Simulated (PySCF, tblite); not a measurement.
# C4H2BrN2O radical: geometry, infrared bands and EPR parameters

What infrared bands and EPR parameters should C4H2BrN2O radical (`C=[C]c1noc(Br)n1`) show?

Computed with tblite 0.8.0 and PySCF 2.14.0, with density-fitted response routines of our own, on a single molecule in the gas phase. Atoms count from 0, in the outputs and in this text.

## 1. The starting structure

10 atoms, charge 0, multiplicity 2; geometry from: force field or distance geometry start.

Bonds of the start (Å): C0–C1 1.29, C1–C2 1.44, C2–N3 1.32, N3–O4 1.40, O4–C5 1.38, C5–Br6 1.91, C5–N7 1.30, N7–C2 1.36, C0–H8 1.08, C0–H9 1.10.

## 2. Relaxing the molecule with GFN2-xTB

What the job is given:

```
{"job": {"kind": "relax", "xc": "GFN2-xTB", "basis": "xTB"}, "charge": 0, "multiplicity": 2}
C     -2.530200     0.074400    -0.116700
C     -1.253700     0.027900     0.023500
C      0.169600    -0.040400     0.195200
N      0.739200     0.293500     1.340100
O      2.097200     0.086800     1.071000
C      2.158500    -0.331800    -0.241100
Br     3.804400    -0.739100    -1.129000
N      0.992900    -0.418300    -0.813200
H     -2.989700    -0.191500    -1.061200
H     -3.179200     0.387200     0.708800
```

Command:

```bash
$ OMP_NUM_THREADS=1 python probes_run.py task.json out
```

This one command runs all jobs of the session in turn.

What it wrote:

```text
step      E/eV     max force
  0    -636.81152    2.890
  1    -636.97232    1.658
  2    -637.00620    1.054
  3    -637.02962    0.511
  4    -637.04505    0.311
  5    -637.05007    0.233
  6    -637.05368    0.247
  7    -637.05641    0.212
  8    -637.05975    0.239
  9    -637.06194    0.193
 10    -637.06333    0.100
 11    -637.06443    0.108
 12    -637.06556    0.132
 13    -637.06652    0.134
 14    -637.06732    0.084
 15    -637.06814    0.108
 16    -637.06904    0.111
 17    -637.06990    0.102
 18    -637.07067    0.071
 19    -637.07167    0.129
 20    -637.07408    0.248
 21    -637.08107    0.621
 22    -637.09200    1.007
 23    -637.11951    1.563
 24    -637.14756    0.575
 25    -637.14400    0.995
 26    -637.17599    0.537
 27    -637.18290    0.179
 28    -637.18667    0.222
 29    -637.18970    0.260
 30    -637.19452    0.242
 31    -637.19789    0.163
 32    -637.19963    0.134
 33    -637.20081    0.099
 34    -637.20195    0.090
 35    -637.20299    0.113
 36    -637.20407    0.120
 37    -637.20532    0.097
 38    -637.20669    0.111
 39    -637.20793    0.129
 40    -637.20941    0.193
 41    -637.21223    0.248
 42    -637.22056    0.434
 43    -637.22905    1.027
 44    -637.26280    1.227
 45    -637.31185    1.750
 46    -637.36205    0.988
 47    -637.40478    1.444
 48    -637.43692    1.240
 49    -637.48396    0.355
 50    -637.52423    0.822
 51    -637.55987    0.935
 52    -637.59018    0.437
 53    -637.60210    0.378
 54    -637.61360    0.302
 55    -637.62774    0.306
 56    -637.63595    0.347
 57    -637.63870    0.207
 58    -637.64284    0.178
 59    -637.64622    0.155
 60    -637.65020    0.138
 61    -637.65434    0.112
 62    -637.65821    0.121
 63    -637.66030    0.136
 64    -637.66213    0.139
 65    -637.66475    0.142
 66    -637.66962    0.142
 67    -637.67637    0.254
 68    -637.68333    0.241
 69    -637.68670    0.143
 70    -637.68879    0.209
 71    -637.68971    0.093
 72    -637.69032    0.099
 73    -637.69132    0.100
 74    -637.69210    0.089
 75    -637.69263    0.062
 76    -637.69287    0.038
 77    -637.69299    0.028
 78    -637.69310    0.026
 79    -637.69313    0.015
 80    -637.69314    0.006
```

Wall time 0.39 s (1 thread of Arm Neoverse V2, shared host).

The steps of the relaxation: (not every step is listed)

| step | energy from step 0 (eV) | largest force (eV/Å) |
| --- | --- | --- |
| 0 | 0.0000 | 2.8897 |
| 1 | -0.1608 | 1.6584 |
| 2 | -0.1947 | 1.0537 |
| 3 | -0.2181 | 0.5107 |
| 4 | -0.2335 | 0.3110 |
| 5 | -0.2386 | 0.2330 |
| 6 | -0.2422 | 0.2475 |
| 7 | -0.2449 | 0.2123 |
| 8 | -0.2482 | 0.2387 |
| 14 | -0.2558 | 0.0841 |
| 20 | -0.2626 | 0.2484 |
| 26 | -0.3645 | 0.5368 |
| 32 | -0.3881 | 0.1339 |
| 38 | -0.3952 | 0.1111 |
| 44 | -0.4513 | 1.2273 |
| 50 | -0.7127 | 0.8223 |
| 56 | -0.8244 | 0.3466 |
| 62 | -0.8467 | 0.1214 |
| 68 | -0.8718 | 0.2410 |
| 74 | -0.8806 | 0.0895 |
| 75 | -0.8811 | 0.0617 |
| 76 | -0.8813 | 0.0383 |
| 77 | -0.8815 | 0.0281 |
| 78 | -0.8816 | 0.0260 |
| 79 | -0.8816 | 0.0146 |
| 80 | -0.8816 | 0.0058 |

Distances of close pairs at the start and the end, largest changes first:

| bond | before (Å) | after (Å) | change (Å) |
| --- | --- | --- | --- |
| C1–C2 | 1.435 | 1.353 | -0.082 |
| C5–Br6 | 1.914 | 1.842 | -0.072 |
| O4–C5 | 1.379 | 1.339 | -0.040 |
| N3–O4 | 1.400 | 1.360 | -0.039 |
| C2–N7 | 1.356 | 1.393 | +0.037 |
| C2–N3 | 1.322 | 1.345 | +0.023 |
| C5–N7 | 1.301 | 1.282 | -0.020 |
| C0–H9 | 1.096 | 1.083 | -0.013 |

The end geometry stands in the next job.

## 3. Infrared spectrum with GFN2-xTB

What the job is given:

```
{"job": {"kind": "ir", "xc": "GFN2-xTB", "basis": "xTB"}, "charge": 0, "multiplicity": 2}
C     -2.496776     0.096878    -0.086562
C     -1.221732     0.071602     0.043965
C      0.125419     0.028455     0.160063
N      0.843997     0.677829     1.093395
O      2.138072     0.348613     0.833210
C      2.112483    -0.468214    -0.227525
Br     3.715402    -1.116443    -0.861557
N      0.942570    -0.710558    -0.691632
H     -3.004320     0.830229    -0.700828
H     -3.146233    -0.609919     0.414943
```

What it wrote:

```text
mode    cm-1     km/mol
  1      97.8      1.17
  2     103.9      1.26
  3     187.6      6.00
  4     239.7      0.70
  5     315.6      1.63
  6     324.1      6.17
  7     392.1      0.72
  8     515.2      3.59
  9     610.9      0.30
 10     622.3     13.42
 11     669.2     35.35
 12     863.4     37.59
 13     896.7      8.44
 14     961.0     24.80
 15     999.2     36.25
 16    1015.8     67.22
 17    1107.1    116.04
 18    1223.9     97.90
 19    1288.8      1.30
 20    1396.4     63.44
 21    1537.4    166.83
 22    1982.7     84.88
 23    2996.7      0.01
 24    3011.6      0.02
```

Run time: 0.23 s. Hardware: 1 thread of Arm Neoverse V2, shared host.

The strongest bands and the atoms that carry them (share of the mass-weighted mode):

| cm⁻¹ | km/mol | atoms |
| --- | --- | --- |
| 863 | 37.6 | H9 39 %, H8 39 %, C0 21 % |
| 999 | 36.2 | N7 52 %, N3 34 % |
| 1016 | 67.2 | O4 47 %, N3 41 % |
| 1107 | 116.0 | C5 50 %, O4 28 %, N3 16 % |
| 1224 | 97.9 | C2 56 %, N3 23 %, N7 13 % |
| 1396 | 63.4 | C2 43 %, C0 20 %, H9 16 %, H8 16 % |
| 1537 | 166.8 | C5 57 %, N7 41 % |
| 1983 | 84.9 | C1 66 %, C0 25 % |

## 4. EPR parameters: B3LYP/def2-TZVP-core+pcH-1

Same as in step 3 but for these lines:

```diff
@@ -1,2 +1,2 @@
-{"job": {"kind": "ir", "xc": "GFN2-xTB", "basis": "xTB"}, "charge": 0, "multiplicity": 2}
+{"job": {"kind": "epr", "basis": "pcH-1"}, "charge": 0, "multiplicity": 2}
 C     -2.496776     0.096878    -0.086562
```

Level: UKS B3LYP, def2-TZVP-core on Br, pcH-1 on C H N O, non-relativistic, mean-field spin-orbit, GIAO.

What it wrote:

```text
UKS, coarse grid
  cycle   1  E = -2912.30076444  |g| = 1.63e+00
  cycle   2  E = -2912.18216852  |g| = 9.03e-01
  cycle   3  E = -2912.25008519  |g| = 6.39e-01
  cycle   4  E = -2912.40937630  |g| = 1.55e-01
  cycle   5  E = -2912.41583051  |g| = 6.27e-02
  cycle   6  E = -2912.41731144  |g| = 2.18e-02
  cycle   7  E = -2912.41751225  |g| = 4.59e-03
  cycle   8  E = -2912.41752959  |g| = 2.31e-03
  cycle   9  E = -2912.41753958  |g| = 1.69e-03
  cycle  10  E = -2912.41754201  |g| = 7.28e-04
UKS, final grid
  cycle   1  E = -2912.41753707  |g| = 9.57e-04
  cycle   2  E = -2912.41753638  |g| = 1.68e-03
  cycle   3  E = -2912.41753762  |g| = 1.59e-04
  cycle   4  E = -2912.41753766  |g| = 1.16e-04
  cycle   5  E = -2912.41753769  |g| = 5.98e-05
  cycle   6  E = -2912.41753770  |g| = 3.63e-05
  cycle   7  E = -2912.41753770  |g| = 1.62e-05
E = -2912.41753770 Eh   <S^2> = 0.7767 (exact 0.7500)
g shifts (ppm)      1          2          3
  rmc          -202       -202       -202
  gc            -13         38         43
  oz_so         264        764       1313
  total          49        600       1155
hyperfine (MHz)  atom isotope    a_iso     a_fc   dipolar eigenvalues
    0   13C     -49.22     -49.23    -12.14      3.53      8.61
    1   13C      58.20      58.32    -63.72    -47.91    111.64
    2   13C     -52.76     -52.83    -22.37      8.06     14.31
    3   14N      19.38      19.38    -22.69    -21.03     43.72
    4   17O      -9.42      -9.44    -32.31     15.21     17.10
    5   13C     -14.13     -13.96    -13.18      5.95      7.23
    6  79Br      -1.11      -1.98    -13.92      3.38     10.55
    7   14N       3.30       3.30     -2.92     -2.21      5.13
    8    1H     138.36     138.36     -3.78     -2.59      6.36
    9    1H     138.43     138.43     -3.78     -2.59      6.37
```

It took 2.8 min on 1 thread of Arm Neoverse V2, shared host; peak memory 1.2 GiB.

Principal g values 2.00237, 2.00292, 2.00347; g(iso) = 2.00292, against 2.00232 for a free electron.

Hyperfine couplings; where a row names several nuclei, a(iso) is their mean (it holds for fast rotation or exchange) and the dipolar term the largest among them:

| nuclei | isotope | a(iso) (MHz) | a(iso) (G, at g = 2.0023) | largest dipolar term (MHz) |
| --- | --- | --- | --- | --- |
| H8, H9 | 1H | 138.4 | 49.4 | 6.4 |
| C1 | 13C | 58.2 | 20.8 | 111.6 |
| C2 | 13C | -52.8 | -18.8 | -22.4 |
| C0 | 13C | -49.2 | -17.6 | -12.1 |
| N3 | 14N | 19.4 | 6.9 | 43.7 |
| C5 | 13C | -14.1 | -5.0 | -13.2 |
| O4 | 17O | -9.4 | -3.4 | -32.3 |
| N7 | 14N | 3.3 | 1.2 | 5.1 |
| Br6 | 79Br | -1.1 | -0.4 | -13.9 |

Mulliken spin populations:

| atom | value (e) |
| --- | --- |
| C0 | -0.13 |
| C1 | 0.71 |
| C2 | -0.17 |
| N3 | 0.42 |
| O4 | 0.06 |
| C5 | -0.06 |
| Br6 | 0.00 |
| N7 | 0.06 |
| H8 | 0.06 |
| H9 | 0.06 |

In first order the couplings over 0.8 MHz of 1H, 14N, 79Br give 90 distinct lines over 116.1 G, if the averaged nuclei exchange fast.

The fields below are evaluated on a grid from the run's orbitals.

ELF in a plane through or near 8 of the atoms.

Ten even steps from ' ' (0.00) to '@' (0.96):
```
                                                        
                                                        
                      ::**++..                          
                ..    ++@@@@++                          
              ::==::  ##@@@@**                          
            ..++%%%%::##@@@@++    ..==--..              
            ..##@@####++##++::  ..++**++--..            
      ..::    --%%--##****%%----++%%%%**==::            
    ::++##**..  ++%%++..**==++%%==%%%%**++--            
    ==%%@@%%++==++::==::++++++%%@@--==..**++            
    ++%%@@##++##++##****%%++**%%::++--**++++            
    ++%%##----**%%::@@--==%%::++##@@##==**==            
    --**==****--**--##::**##  ..**%%##++==::            
    ..++**::--##--  ##@@@@%%    --****==::              
      --##%%@@%%--  ++@@@@%%    ..==--::..              
      ..++%%%%##::  ..****==                            
        --**##++..    ::--..                            
          ..::..                                        
                                                        
                                                        
```
The map spans 12.8 Å across and 8.0 Å up, centred on the molecule. Atoms in the plane (x, y in Å): C0 (2.5, -0.2), C1 (1.2, 0.0), C2 (-0.1, 0.2), N3 (-0.7, 1.4), O4 (-2.1, 1.1), C5 (-2.1, -0.2), Br6 (-3.8, -1.0), N7 (-1.0, -0.8).

log10 of the density (e/Å³) in the same plane.

Ten even steps from '0' (-4.0) to '9' (2.5):
```
0000000000000000000000000000
0000000000122210000000000000
0000000112233321000000000000
0000001233344432111100000000
0000002344455543222111000000
0000113455566643333222100000
0011223567669654444333210000
0122334568766655555443210000
0123444566656666666554321000
1234555566656766866765321000
1234566668666666767965321000
1245677666677655566655321000
1245688655677644455554321000
1234566654566543344433210000
0134555543454432333322100000
0123444433333321122211000000
0022344332232211111110000000
0011222221111100000000000000
0000111110000000000000000000
0000000000000000000000000000
```
The map spans 12.8 Å across and 8.0 Å up, centred on the molecule. Atoms in the plane (x, y in Å): C0 (2.5, -0.2), C1 (1.2, 0.0), C2 (-0.1, 0.2), N3 (-0.7, 1.4), O4 (-2.1, 1.1), C5 (-2.1, -0.2), Br6 (-3.8, -1.0), N7 (-1.0, -0.8).

On the surface of density 0.002 e/bohr³ the electrostatic potential runs, from the 1st to the 99th percentile, from -1.44 V near N3 to 1.33 V near Br6.

The spin density lies nearest to C1 40 %; N3 26 %; C2 7 % (beta excess).

## 5. Results

| quantity | value |
| --- | --- |
| strongest single infrared mode (GFN2-xTB) | 1537 cm⁻¹, 167 km/mol |
| zero-point energy (GFN2-xTB) | 33.4 kcal/mol |
| g(iso) (B3LYP) | 2.00292 |
| ⟨S²⟩ | 0.777 (exact 0.75) |
| largest a(iso) (averaged by class) | 1H on H8, H9, 138.4 MHz |
| surface potential, 1st and 99th percentile | -1.44 V and 1.33 V |

In words: Relaxing lowered the energy by 0.882 eV in 80 steps; the close pair that moved most is C1–C2, from 1.435 to 1.353 Å. All 24 modes are real, so the xTB geometry is a minimum. The strongest single mode, at 1537 cm⁻¹, moves mainly C5 and N7. GFN2-xTB is a fitted tight-binding method: band positions and strengths are rough. Its intensities can rank the bands wrongly. C1 carries the largest spin population, 0.71 e. The isotropic g lies 0.6 ppt above the free-electron value. The hyperfine terms hold no scalar relativity, which the heavier nuclei need.
